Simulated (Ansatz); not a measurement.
# FeH: the cost of one run

Computed with Ansatz 0.2.0 (the levels named in each step, unless a step's input says otherwise).

### 1 The structure to begin with

Bond lengths: Fe1–H2 1.783 Å.

Structure file:

```xyz
2

Fe    0.0000    0.0000    0.0000
H     0.0000    0.0000    1.7832
```

### 2 A rough first relaxation, PBE-D4/def2-SVP

This run stands in another session on the same molecule. It ended at:

```xyz
2

Fe    0.0000    0.0000    0.1120
H     0.0000    0.0000    1.6711
```

### 3 Relaxation, PBE0-D4/def2-TZVPP

This run stands in another session on the same molecule. It ended at:

```xyz
2

Fe    0.0000    0.0000    0.1053
H     0.0000    0.0000    1.6779
```

### 4 Bond length 1.3839 Å, PBE0-D4/def2-QZVPP

Input file input.yaml:

```yaml
crystal:
  periodic: [false, false, false]
  atoms:
    - { symbol: Fe, position_ang: [0.0, 0.0, 0.0] }
    - { symbol: H, position_ang: [0.0, 0.0, 1.3839] }
magnetization:
  spin_polarized: true
  initial_magnetization: 3
basis:
  gaussian: { orbitals: def2-QZVPP.json }
hamiltonian:
  xc: pbe0
  dispersion: d4
```

The run is started by

```
$ ansatz run input.yaml --threads 2 --pin off --max-ram 5120MiB --backend cpu --events-out ev --progress --plain --runs-dir out
```

Q: Estimate wall time and peak memory on 2 threads of Intel Xeon at 2.50GHz (Skylake/Cascade Lake), shared host.

About 64 s, with a peak of 0.32 GiB.
